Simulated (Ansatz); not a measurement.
# CH3BSe: vertical and adiabatic energies of changing the electron count, by script

The task is vertical and adiabatic energies of changing the electron count, for CH3BSe. SMILES: B1C[Se]1.

Program: Ansatz 0.2.0, driven from Python. Level of theory: B3LYP+D4/def2-SVP. These are calculated values, not measurements.

### Step 1. The system

Bond lengths: B1–C2 1.562 Å, B1–Se3 2.040 Å, C2–Se3 1.822 Å, B1–H4 1.164 Å, C2–H5 1.123 Å, C2–H6 1.118 Å. Angles: B1–C2–Se3 73.7°, B1–C2–H5 113.5°, B1–C2–H6 115.3°, Se3–C2–H5 114.1°, Se3–C2–H6 114.8°, H5–C2–H6 117.9°, C2–B1–Se3 59.0°, C2–B1–H4 136.3°, Se3–B1–H4 146.6°, B1–Se3–C2 47.3°.

No structure file is read: the coordinates are typed or built in the script.

### Step 2. Script

Contents of ch3bse.py:

```python
"""How CH3BSe relaxes after losing an electron."""

import itertools

import ansatz as az
from ase.data import atomic_numbers, covalent_radii
import numpy as np

molecule = (
    az.Crystal.molecule()
    .atom("B", (-0.6977, -0.6639, -0.1794))
    .atom("C", (0.3081, 0.4713, 0.1934))
    .atom("Se", (1.1414, -1.1009, 0.5873))
    .atom("H", (-1.4672, -0.8609, -1.0306))
    .atom("H", (0.7328, 1.0033, -0.6995))
    .atom("H", (0.0247, 1.0871, 1.0827))
)

model = (
    molecule.calculation()
    .basis(gaussian="def2-SVP")
    .functional("b3lyp", dispersion="d4")
)
symbols = [site.symbol for site in molecule.cartesian_sites]
start = np.array([site.position_ang for site in molecule.cartesian_sites], dtype=float)
data = model.relax(force_tolerance=0.01).run(threads=1, pin="off").report
end = np.array(data["positions_ang"])

minimum = az.Crystal.molecule()
for symbol, place in zip(symbols, end):
    minimum = minimum.atom(symbol, place.tolist())
ion = minimum.calculation()
ion = ion.basis(gaussian="def2-SVP")
ion = ion.functional("b3lyp", dispersion="d4")
ion = ion.charge(1).spin("collinear", total=1)
vertical = ion.run(threads=1, pin="off").report
settled = ion.relax(force_tolerance=0.01, max_steps=80).run(threads=1, pin="off").report
print(f"vertical ionisation energy   {vertical['free_energy_ev'] - data['free_energy_ev']:.3f} eV")
print(f"adiabatic, no zero point     {settled['free_energy_ev'] - data['free_energy_ev']:.3f} eV")
print(f"relaxation energy of the ion {vertical['free_energy_ev'] - settled['free_energy_ev']:.3f} eV")
ionised = np.array(settled["positions_ang"])
# pairs closer than 1.2 times the sum of covalent radii, before or after
radius = [covalent_radii[atomic_numbers[s]] for s in symbols]
span = lambda where, i, j: np.linalg.norm(where[i] - where[j])
bonded = [(i, j) for i, j in itertools.combinations(range(len(symbols)), 2) if min(span(end, i, j), span(ionised, i, j)) < 1.2 * (radius[i] + radius[j])]
print("pair        before    after (A)")
for i, j in bonded:
    print(f"{symbols[i]}{i}-{symbols[j]}{j}".ljust(10), f"{span(end, i, j):8.4f} {span(ionised, i, j):8.4f}")
for first, second in list(itertools.combinations(bonded, 2)):
    shared = set(first) & set(second)
    if shared and symbols[(j := shared.pop())] != "H":
        i, k = sorted((set(first) | set(second)) - {j})
        u, v = ionised[i] - ionised[j], ionised[k] - ionised[j]
        angle = np.degrees(np.arccos(np.clip(u @ v / np.linalg.norm(u) / np.linalg.norm(v), -1, 1)))
        print(f"final angle {symbols[i]}{i}-{symbols[j]}{j}-{symbols[k]}{k}: {angle:.2f} deg")
```

### Step 3. Launch

Started as:

```bash
$ python ch3bse.py
```

**Question.** What results will this script give? Wanted: vertical ionisation energy; adiabatic ionisation energy, no zero point.

The runs gave:

| quantity | value |
| --- | --- |
| vertical ionisation energy | 9.503 eV |
| adiabatic ionisation energy, no zero point | 9.249 eV |
| runs compared | 3 |

What this shows: The ionisation energy is a difference of two total energies at the neutral geometry; letting the ion relax lowers it by 0.25 eV. In CPU time, run 3 cost about 7.2 times as much as run 2. Run 1: The relaxation took 6 moves; the largest shift is 0.257 Å, of atom 4 (H). Run 3: The relaxation took 4 moves; the largest shift is 0.124 Å, of atom 1 (B). The energies are electronic: no zero-point or thermal terms, and the basis set is short of its limit. The product may relax into another structure. Each relaxation finds its nearest minimum, which needn't be the lowest. b3lyp holds the VWN-RPA fit, as in Gaussian; the form of ORCA and Turbomole is b3lyp5.
